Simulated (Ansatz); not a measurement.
**GdO in Ansatz: the effect of functional**

Crystal: GdO.

```
Gd O
1.0
     0.00000    2.64488    2.64488
     2.64488    0.00000    2.64488
     2.64488    2.64488    0.00000
Gd O
1 1
Direct
  0.00000 0.00000 0.00000
  0.75000 0.75000 0.75000
```

The cell isn't the ideal one: volume scaled by 0.94.

Alike in all runs:

- Program: Ansatz 0.2.0
- Task: single point
- Potentials or basis: Ansatz PAW
- k mesh: 9 × 9 × 9
- Occupations: fermi-dirac, width 0.05 eV
- Spin: collinear spin, ferromagnetic start
- Starting moments: [7.0, 0.0] μB

**Question.** One run gave: pressure 4.7 GPa; moment 7.94 μB. Which functional did it use?
A. LDA
B. PBEsol
C. r2SCAN

**Answer.** C.

| functional | cutoff | pressure (GPa) | moment (μB) |
| --- | --- | --- | --- |
| LDA | 420 eV (not typed: the program's choice for these potentials) | -2.3 | 6.96 |
| PBEsol | 420 eV (not typed: the program's choice for these potentials) | 1.4 | 7.50 |
| r2SCAN | 500 eV (not typed: the program's choice for these potentials) | 4.7 | 7.94 |

Caveats: a cell with one magnetic atom can't hold antiferromagnetic order, which such compounds often take; the PAW data sets come from PBE, with cores solved anew for the run's functional, which leaves a small shift of forces and pressure; the magnetic or orbital state may not be the lowest (some runs).
